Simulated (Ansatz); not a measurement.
# MgO2: the cost of one run

Program: Ansatz 0.2.0. Level of theory: DFT r2SCAN, scalar-relativistic, plane waves, PAW. These are calculated values, not measurements.

### 1 The structure to begin with

Symmetry: R-3m, No. 166, trigonal system. The conventional cell has a = 3.210 Å, b = 3.210 Å, c = 10.482 Å, α = 90.00°, β = 90.00°, γ = 120.00°. Mg (site symmetry -3m) is surrounded by 6 O at 2.11 Å. Around O (site symmetry 3m) lie 1 O at 1.49 Å and 3 Mg at 2.11 Å.

Structure file:

```cif
data_structure
_symmetry_space_group_name_H-M 'P 1'
_symmetry_Int_Tables_number 1
_cell_length_a 3.2095
_cell_length_b 3.2095
_cell_length_c 10.4819
_cell_angle_alpha 90.000
_cell_angle_beta 90.000
_cell_angle_gamma 60.000
_cell_volume 93.51
loop_
_atom_site_label
_atom_site_type_symbol
_atom_site_fract_x
_atom_site_fract_y
_atom_site_fract_z
_atom_site_occupancy
Mg1 Mg 0.00000 0.00000 0.00000 1
Mg2 Mg 0.33333 0.33333 0.33333 1
Mg3 Mg 0.66667 0.66667 0.66667 1
O1 O 0.00000 0.00000 0.42879 1
O2 O 0.33333 0.33333 0.76212 1
O3 O 0.66667 0.66667 0.09545 1
O4 O 0.00000 0.00000 0.57121 1
O5 O 0.33333 0.33333 0.90455 1
O6 O 0.66667 0.66667 0.23788 1
```

It goes back to an entry of the Materials Project, which need not be the stable form.

The cell is taken as given, not relaxed at this level.

### 2 The undisturbed cell

The input, input.yaml:

```yaml
crystal:
  lattice:
    - [-1.604761016, -2.7795276138, 0.0]
    - [1.604761016, -2.7795276138, 0.0]
    - [0.0, 0.0, 10.4819366247]
  atoms:
    - { symbol: Mg, position: [0.0, 0.0, 0.0] }
    - { symbol: Mg, position: [0.3333333333, 0.3333333333, 0.3333333333] }
    - { symbol: Mg, position: [0.6666666667, 0.6666666667, 0.6666666667] }
    - { symbol: O, position: [1.0, 1.0, 0.428786] }
    - { symbol: O, position: [0.3333333333, 0.3333333333, 0.7621193333] }
    - { symbol: O, position: [0.6666666667, 0.6666666667, 0.0954526667] }
    - { symbol: O, position: [1.0, 1.0, 0.571214] }
    - { symbol: O, position: [0.3333333333, 0.3333333333, 0.9045473333] }
    - { symbol: O, position: [0.6666666667, 0.6666666667, 0.2378806667] }
basis:
  ecutwfc: 500
kpoints:
  mp_grid: { grid: [8, 8, 2] }
hamiltonian:
  xc: r2scan
scf:
  occupations: { method: gaussian, width: 0.05 }
output:
  forces: true
  stress: true
  eigenvalues: true
  write_density: true
  write_potential: true
  elf: true
  volumetric_format: npy
```

Run with:

```sh
ansatz run input.yaml --threads 2 --pin off --max-ram 5120MiB --backend cpu --events-out ev --progress --plain --runs-dir out
```

What time and memory should one allow on 2 threads of Oxide Virtual Turin-like (Zen 5), shared host?

About 4.3 s, with a peak of 0.63 GiB.
